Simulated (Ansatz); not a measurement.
**AlBH6S2Si: vertical energies of changing the electron count, by script**

What does it cost to change the electron count of AlBH6S2Si? Aim: vertical energies of changing the electron count, for AlBH6S2Si, run from a script. SMILES: [SiH3][BH][Al]([SH])[SH].

Program: Ansatz 0.2.0, driven from Python. Level of theory: B3LYP/def2-SVPD. These are calculated values, not measurements.

## (1) The structure

Bond lengths: Si1–B2 1.915 Å, B2–Al3 2.079 Å, Al3–S4 2.350 Å, Al3–S5 2.233 Å, Si1–H6 1.540 Å, Si1–H7 1.433 Å, Si1–H8 1.455 Å, B2–H9 1.196 Å, S4–H10 1.406 Å, S5–H11 1.382 Å. Angles: Si1–B2–Al3 120.6°, Si1–B2–H9 117.4°, Al3–B2–H9 122.0°, B2–Si1–H6 107.4°, B2–Si1–H7 111.8°, B2–Si1–H8 108.3°, H6–Si1–H7 109.6°, H6–Si1–H8 106.5°, H7–Si1–H8 112.9°, B2–Al3–S4 117.7°, B2–Al3–S5 120.9°, S4–Al3–S5 121.4°, Al3–S4–H10 88.3°, Al3–S5–H11 92.1°.

albh6s2si.xyz, read by the script:

```xyz
11

Si   -0.77750   -0.83880    1.81420
B     0.73730   -0.27120    0.78850
Al    0.48210    0.85860   -0.93750
S     2.40780    1.46880   -2.13790
S    -1.55580    1.46130   -1.62450
H    -1.53960    0.42640    2.25070
H    -0.38630   -1.58710    2.97190
H    -1.67320   -1.57750    0.93780
H     1.82150   -0.57900    1.18980
H     2.26370    0.28860   -2.88810
H    -1.71470    0.29280   -2.34430
```

## (2) The code

Input file albh6s2si_ip.py:

```python
"""Removing and adding an electron on AlBH6S2Si at fixed geometry."""

import ansatz


def single_point(molecule, charge=0, unpaired=0):
    calc = (
        molecule.calculation()
        .basis(gaussian="def2-SVPD")
        .functional("B3LYP")  # exchange and correlation
        .accuracy("high")
    )
    if charge:
        calc = calc.charge(charge)
    if unpaired:
        calc = calc.spin("collinear", total=unpaired)
    return calc.run(threads=1, backend="cpu").report["free_energy_ev"]

albh6s2si = ansatz.Crystal.molecule_from_extxyz("albh6s2si.xyz")

# total-energy differences at one geometry
parent = single_point(albh6s2si, 0, 0)
cation = single_point(albh6s2si, 1, 1)
print(f"E(N)   = {parent:.5f} eV")
print(f"E(N-1) = {cation:.5f} eV  (1 unpaired)")
print(f"vertical ionisation energy {cation - parent:.3f} eV")
anion = single_point(albh6s2si, -1, 1)
print(f"E(N+1) = {anion:.5f} eV  (1 unpaired)")
print(f"vertical electron affinity {parent - anion:.3f} eV" + ("" if anion < parent else " (unbound in this basis)"))
print(f"fundamental gap IP - EA = {cation + anion - 2 * parent:.3f} eV")
```

## (3) The calls as engine input

The package turns the script's settings into the engine's input (first run):

```yaml
crystal:
  periodic: [false, false, false]
  atoms:
    - { symbol: Si, position_ang: [-0.7775, -0.8388, 1.8142] }
    - { symbol: B, position_ang: [0.7373, -0.2712, 0.7885] }
    - { symbol: Al, position_ang: [0.4821, 0.8586, -0.9375] }
    - { symbol: S, position_ang: [2.4078, 1.4688, -2.1379] }
    - { symbol: S, position_ang: [-1.5558, 1.4613, -1.6245] }
    - { symbol: H, position_ang: [-1.5396, 0.4264, 2.2507] }
    - { symbol: H, position_ang: [-0.3863, -1.5871, 2.9719] }
    - { symbol: H, position_ang: [-1.6732, -1.5775, 0.9378] }
    - { symbol: H, position_ang: [1.8215, -0.579, 1.1898] }
    - { symbol: H, position_ang: [2.2637, 0.2886, -2.8881] }
    - { symbol: H, position_ang: [-1.7147, 0.2928, -2.3443] }
accuracy: high
basis:
  gaussian:
    orbitals: def2-SVPD
hamiltonian:
  xc: b3lyp
```

## (4) Launch

On the command line:

```bash
$ python albh6s2si_ip.py
```

The program printed:

```text
E(N)   = -36910.37085 eV
E(N-1) = -36901.65594 eV  (1 unpaired)
vertical ionisation energy 8.715 eV
E(N+1) = -36912.53259 eV  (1 unpaired)
vertical electron affinity 2.162 eV
fundamental gap IP - EA = 6.553 eV
```

Run time: 3.6 min. Hardware: 1 thread of Arm Neoverse V1, shared host; peak memory 1.2 GiB.

## (5) Inputs of later runs

The engine's inputs for the other runs:

Run 2, against run 1:

```diff
@@ -20,0 +21,4 @@
+magnetization:
+  spin_polarized: true
+  initial_magnetization: 1.0
+total_charge: 1.0
```

Run 3, against run 1:

```diff
@@ -20,0 +21,4 @@
+magnetization:
+  spin_polarized: true
+  initial_magnetization: 1.0
+total_charge: -1.0
```

Lines on the test bed's own set-up are left out of the output.

## (6) Run by run

One row for each of the 3 runs:

| run | system | unpaired or total moment | energy (eV) | <S²> | SCF cycles | CPU time (s) |
| --- | --- | --- | --- | --- | --- | --- |
| 1 | AlBH6S2Si | not set | -36910.3708 | 0.00 | 23 | 36 |
| 2 | AlBH6S2Si, charge +1 | 1 | -36901.6559 | 0.76 | 56 | 110 |
| 3 | AlBH6S2Si, charge -1 | 1 | -36912.5326 | 0.75 | 29 | 65 |

Totals carry meaning only in balanced differences at one level of theory.

## (7) Results

| quantity | value |
| --- | --- |
| vertical ionisation energy | 8.715 eV |
| vertical electron affinity | 2.162 eV |
| runs compared | 3 |

In words: The ionisation energy is a difference of two total energies at the neutral geometry. The anion lies below the neutral molecule at this geometry. At this unrelaxed geometry removing an electron costs 8.71 eV and adding one releases 2.16 eV. Notes:
- The geometry is a force-field or estimated start, not a minimum of this method, and the basis set is short of its limit. All parts are taken at fixed geometry, without zero-point energy. At an unrelaxed start these energies can be a whole eV from those at the minimum, and a small affinity can change sign.
- b3lyp holds the VWN-RPA fit, as in Gaussian; the form of ORCA and Turbomole is b3lyp5.
